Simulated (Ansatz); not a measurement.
# Pr3MgH2: the cost of one run

Program: Ansatz 0.2.0. Level of theory: DFT PBE, scalar-relativistic, plane waves, PAW; 4f electrons in the core of a trivalent norm-conserving potential, unless a step names another level. These are calculated values, not measurements.

1 further run of the same task is left out (it didn't finish). Runs told in other sessions of the task aren't counted.

### Step 1. The starting structure

The structure is tetragonal, space group P4/mmm (No. 123). The conventional cell has a = 5.132 Å, b = 5.132 Å, c = 4.962 Å, α = 90.00°, β = 90.00°, γ = 90.00°. Pr (site symmetry 4/mmm) has 2 H at 2.48 Å in its first shell of neighbours. Around Pr (site symmetry mmm) lie 4 H at 2.57 Å. Around Mg (site symmetry 4/mmm) lie 2 H at 2.48 Å. H (site symmetry 4/mmm) is surrounded by 2 Mg at 2.48 Å and 4 Pr at 2.57 Å. H (site symmetry 4/mmm) is surrounded by 6 Pr at 2.48 to 2.57 Å.

Structure file:

```
Pr Mg H
1.0
     5.13228    0.00000    0.00000
     0.00000    5.13228    0.00000
     0.00000    0.00000    4.96164
Pr Mg H
3 1 2
Direct
  0.00000 0.00000 0.00000
  0.50000 0.00000 0.50000
  0.00000 0.50000 0.50000
  0.50000 0.50000 0.00000
  0.50000 0.50000 0.50000
  0.00000 0.00000 0.50000
```

It came out lowest among 18 distinct ends of the trial cells. At a tolerance of 0.05 Å it has space group P4/mmm (No. 123).

### Step 2. Tight relaxation for the response runs, on the response runs' mesh and smearing

Contents of input.yaml:

```yaml
crystal:
  lattice:
    - [5.1322807937, 0.0, 0.0]
    - [0.0, 5.1322807937, 0.0]
    - [0.0, 0.0, 4.9616357525]
  atoms:
    - { symbol: Pr, position: [0.0, 0.0, 0.0] }
    - { symbol: Pr, position: [0.5, 0.0, 0.5] }
    - { symbol: Pr, position: [0.0, 0.5, 0.5] }
    - { symbol: Mg, position: [0.5, 0.5, 0.0] }
    - { symbol: H, position: [0.5, 0.5, 0.5] }
    - { symbol: H, position: [0.0, 0.0, 0.5] }
basis:
  ecutwfc: 660
kpoints:
  mp_grid: { grid: [6, 6, 6] }
hamiltonian:
  xc: pbe
  pseudopotentials:
    kind: paw
    azcp: { Pr: "pseudopotentials/pbe/nc/lanthanide_3plus/Pr.nc.azcp" }
scf:
  occupations: { method: gaussian, width: 0.1 }
output:
  forces: true
  stress: true
  eigenvalues: true
relax:
  adjacent_minimum: "off"
  f_tol: 0.001
  max_steps: 60
  cell: { stress_tol: 0.01 }
```

The run is started by

```console
> ansatz run input.yaml --threads 3 --pin off --max-ram 8448MiB --backend cpu --events-out ev --progress --plain --runs-dir out
```

**Question.** How long does this run take on 3 threads of Arm Neoverse V2, shared host, and how much memory does it need?

About 18 s, with a peak of 0.6 GiB.
